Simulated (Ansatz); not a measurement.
# CH₄ClFSSi: a ladder of functionals and wavefunction methods

An exercise on one series of results from a longer session: the logs are not shown, and one member is left open.

Method: functionals in def2-TZVPP, the program's frozen cores in correlated methods; program: Ansatz 0.2.0, Gaussian basis.

Plan: PBE-D4, r2SCAN-D4, PBE0-D4, B3LYP-D4, ωB97X-V, ωB97M-V, B2PLYP; CCSD(T)/def2-TZVPP; MP2/def2-QZVPP; extrapolation to the limit.

### The geometry

The geometry comes from an earlier relaxation with PBE0-D4 in a triple-zeta def2 set; it is a stationary point, not always the lowest conformer.

SMILES `FCS[SiH2]Cl`, 9 atoms, charge 0, spin multiplicity 1.

Atoms are counted from 1 here; the program's logs count them from 0.

Bond lengths: F1–C2 1.370 Å, C2–S3 1.807 Å, C2–H6 1.091 Å, C2–H7 1.091 Å, S3–Si4 2.124 Å, Si4–Cl5 2.056 Å, Si4–H8 1.478 Å, Si4–H9 1.477 Å. Angles: F1–C2–S3 112.4°, F1–C2–H6 108.8°, F1–C2–H7 108.6°, S3–C2–H6 106.1°, S3–C2–H7 110.4°, H6–C2–H7 110.4°, C2–S3–Si4 100.0°, S3–Si4–Cl5 111.1°, S3–Si4–H8 105.4°, S3–Si4–H9 112.3°, Cl5–Si4–H8 109.5°, Cl5–Si4–H9 106.4°, H8–Si4–H9 112.2°.

Geometry (Å):

```
F     1.8783    0.3676    0.9554
C     1.4265    0.4692   -0.3343
S     0.4632   -0.9725   -0.8427
Si   -1.3173   -0.6363    0.2651
Cl   -2.1793    1.1592   -0.2469
H     2.2857    0.5119   -1.0060
H     0.8280    1.3774   -0.4229
H    -2.2255   -1.7424   -0.1057
H    -1.0711   -0.5802    1.7207
```

Set-up of the first run:

Contents of in.yaml:

```yaml
crystal:
  periodic: [false, false, false]
  atoms:
    - {symbol: F, position_ang: [1.878318, 0.367649, 0.955380]}
    - {symbol: C, position_ang: [1.426526, 0.469233, -0.334254]}
    - {symbol: S, position_ang: [0.463176, -0.972526, -0.842699]}
    - {symbol: Si, position_ang: [-1.317349, -0.636340, 0.265125]}
    - {symbol: Cl, position_ang: [-2.179287, 1.159155, -0.246859]}
    - {symbol: H, position_ang: [2.285680, 0.511881, -1.005978]}
    - {symbol: H, position_ang: [0.828015, 1.377443, -0.422938]}
    - {symbol: H, position_ang: [-2.225540, -1.742373, -0.105686]}
    - {symbol: H, position_ang: [-1.071139, -0.580222, 1.720710]}
basis:
  gaussian: {orbitals: def2-TZVPP}
hamiltonian: {xc: pbe, dispersion: d4}
output: {forces: true, orbitals: {seedname: orbitals}}
```

Command:

```bash
$ ansatz run in.yaml --threads 4 --pin off --events-out ev --progress --plain --max-ram 10444MiB
```

Among the steps run: PBE-D4 (GGA); r2SCAN-D4 (meta-GGA); PBE0-D4 (hybrid); B3LYP-D4 (hybrid); ωB97X-V (range-separated); ωB97M-V (range-separated); B2PLYP (double hybrid); CCSD(T) in def2-TZVPP; MP2 in def2-QZVPP.

One of the session's tables, all rows but one given; the rest of the session is left out.

It belongs to the step «Atomisation energies». 

```
            method  atomisation energy (eV)
            PBE-D4                   31.856
         r2SCAN-D4                   31.449
           PBE0-D4                   31.295
          B3LYP-D4                   31.071
           ωB97X-V                   31.509
           ωB97M-V                   31.466
            B2PLYP                   30.731
     HF/def2-TZVPP                   22.581
    MP2/def2-TZVPP                   30.982
   CCSD/def2-TZVPP                   29.773
CCSD(T)/def2-TZVPP                   30.312
           MP2/CBS                   31.981
       CCSD(T)/CBS                        ?
```

Q: Estimate the row for CCSD(T)/CBS from the others.

**Answer.** atomisation energy (eV): 31.312. In the column «atomisation energy (eV)» it lies between PBE0-D4 (31.295) and r2SCAN-D4 (31.449).
